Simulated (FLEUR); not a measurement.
# Fe2Ge under changes of volume

One of the cells (13.144 Å³/atom); the others are scaled copies at fixed shape and fractional positions:

```
CELL_PARAMETERS angstrom
4.16363 0.00000 0.00000
-2.08182 3.60581 0.00000
0.00000 0.00000 2.62647
ATOMIC_POSITIONS crystal
Ge 0.00000 0.00000 0.00000
Fe 0.33333 0.66667 0.50000
Fe 0.66667 0.33333 0.50000
```

The cell comes from a database or a generator and needn't be the stable form of this composition.

```yaml
Program: FLEUR MaX-R8.1 (later development tree)
Functional: PBEsol
Potentials_or_basis: all-electron
Basis: FLAPW
Kmax: 4.8 1/bohr
k_mesh: 7 × 7 × 10
Occupations: fermi-dirac, width 0.05 eV
Spin: collinear spin, ferromagnetic start
Starting_moments: "[0.0, 3.0, 3.0] μB"
```

```csv
volume (Å³/atom),energy over the lowest point (meV/atom),moment (μB per cell)
12.355,0.00,4.53
12.618,2.80,4.76
12.881,8.45,4.93
13.144,17.92,5.05
13.407,30.88,5.15
13.670,47.02,5.22
13.933,?,?
```

What does the run at 13.933 Å³/atom give?

Energy over the lowest point 66.15 meV/atom; moment 5.28 μB per cell.

Worked out: A Birch-Murnaghan fit of order 3 (a polynomial in V^(-2/3)) to the other rows has its minimum at 12.27 Å³/atom, just outside them, with B0 = V·E''(V) = 89 GPa (rough, since the energies scatter) at fixed shape and positions, which overstates the stiffness. It gives 66.80 meV/atom at 13.933 Å³/atom, against the run's 66.15. A parabola through the other rows of the moment, of slope 0.00163 μB per Å³/atom there, extrapolates to 5.23 μB, against the run's 5.28.

Energies are extrapolated to zero smearing.
